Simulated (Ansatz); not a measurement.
NiMoIrPdW:

```xyz
5
Lattice="2.7608 0.0000 0.0000 -1.3804 2.3909 0.0000 0.0000 0.0000 11.3405" Properties=species:S:1:pos:R:3 pbc="T T T"
Ni    0.0000    0.0000    8.0423
Mo    1.3804    0.7970    3.3369
Pd    1.3804    0.7970   10.1952
Ir    0.0000    0.0000    1.2025
W     1.3804    0.7970    6.0015
```

The cell was built by a generator and needn't be a form met in nature.

Base run:

```yaml
Program: Ansatz 0.2.0
Functional: PBE
Potentials_or_basis: Ansatz PAW
Cutoff: "420 eV (not typed: the program's choice for these potentials)"
k_mesh: 11 × 11 × 3
Occupations: fermi-dirac, width 0.05 eV
Spin: collinear spin, ferromagnetic start
Starting_moments: "[1.0, 1.0, 0.0, 0.6, 0.0] μB"
```

Its results: band gap on the k mesh none (metal or under the smearing width); pressure -0.2 GPa; net moment 0.00 μB per cell; largest force 0.281 eV/Å.

Problem. The run is repeated on the same cell with these changes: hubbard terms from none to Ir d U = 2 eV, Mo d U = 2 eV, Ni d U = 2 eV, Pd d U = 2 eV, W d U = 2 eV; hubbard projectors from none to ortho-atomic (the default). What comes out?

Solution. Band gap on the k mesh none (metal or under the smearing width); pressure 0.8 GPa; net moment 0.21 μB per cell; site moments Ni +0.18; Mo -0.00; Pd +0.01; Ir -0.01; W +0.03 μB; largest force 0.475 eV/Å.

Caveats: the starting moments weren't kept; the magnetic or orbital state may not be the lowest (some runs); the U is typed as a test and isn't derived for this compound (some runs).
